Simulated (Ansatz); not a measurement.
What does this script print? It uses the Ansatz DFT code, driven from Python.

`methods_f2geh3n.py`
```python
from dataclasses import dataclass
from pathlib import Path

import ansatz as az
from ase import Atoms
import numpy as np


@dataclass(frozen=True)
class Options:
    basis: str = "def2-SVP"


opts = Options()

atoms = Atoms(["N", "Ge", "F", "F", "H", "H", "H"], positions=[
    [-0.5061, 1.0527, 0.0476],
    [0.4931, -0.4435, -0.0299],
    [1.3631, -0.5969, 1.4573],
    [-0.4597, -1.8352, -0.2482],
    [-1.2383, 0.953, 0.7937],
    [-1.1048, 1.1386, -0.853],
    [1.514, -0.3367, -1.2131],
])
geometry = az.Crystal.molecule_from_ase(atoms)

calc = geometry.calculation().basis(gaussian=opts.basis)

print("functional    E (Ha)        dipole (D)   HOMO (eV)  LUMO (eV)")
for name in ["r2scan", "cam_b3lyp", "blyp", "revpbe", "b3lyp", "hse06"]:
    report = calc.functional(name).forces().orbitals().run(runs_dir="runs").report
    lines = Path(report["orbitals_path"]).read_text().splitlines()
    field_of = lambda key: [line.split("=")[1].strip() for line in lines if line.startswith(key)]
    orbitals = [(27.211386 * float(e), s, float(n)) for e, s, n in zip(field_of("Ene="), field_of("Spin="), field_of("Occup="))]
    homo = max(e for e, _, n in orbitals if n > 0.5)
    lumo = min(e for e, _, n in orbitals if n < 0.5)
    dipole = 4.803205 * np.linalg.norm(report["charge_distribution"]["dipole_moment_e_ang"])
    print(f"{name:10s} {report['free_energy_ev'] / 27.211386246:14.6f} {dipole:9.3f} {homo:11.3f} {lumo:10.3f}")
```

`python methods_f2geh3n.py` gives:
```text
functional    E (Ha)        dipole (D)   HOMO (eV)  LUMO (eV)
r2scan       -2332.744727     2.415      -7.267     -0.311
cam_b3lyp    -2332.913615     2.430      -9.900      1.322
blyp         -2332.877380     2.294      -6.667     -0.687
revpbe       -2332.614397     2.295      -6.794     -0.615
b3lyp        -2332.906501     2.403      -8.161     -0.047
hse06        -2332.338874     2.446      -8.084     -0.069
```

Notes:
- Total energies depend on the basis set; only differences at equal settings carry meaning.
- The geometry is a force-field or estimated start, not a minimum of this method, and the basis set is short of its limit. A lower total doesn't mark the better method: functionals have no common bound, and MP2 and coupled cluster aren't variational.
- b3lyp holds the VWN-RPA fit, as in Gaussian; the form of ORCA and Turbomole is b3lyp5.
- Levels such as HOMO and LUMO are orbital energies: with these approximate functionals they aren't the ionisation energy and electron affinity, and their gap isn't the fundamental gap.
- hse06 follows the composition of plane-wave codes, whose totals differ by tens of mHa, up to about 0.1 Ha, from the form usual in Gaussian-basis programs (wpbeh).
- It ran for 11 s on 1 thread of Intel(R) Xeon(R) 6975P-C (Granite Rapids) (shared host), peak memory 0.29 GiB.

(Lines on the test bed's own set-up are left out of the output.)
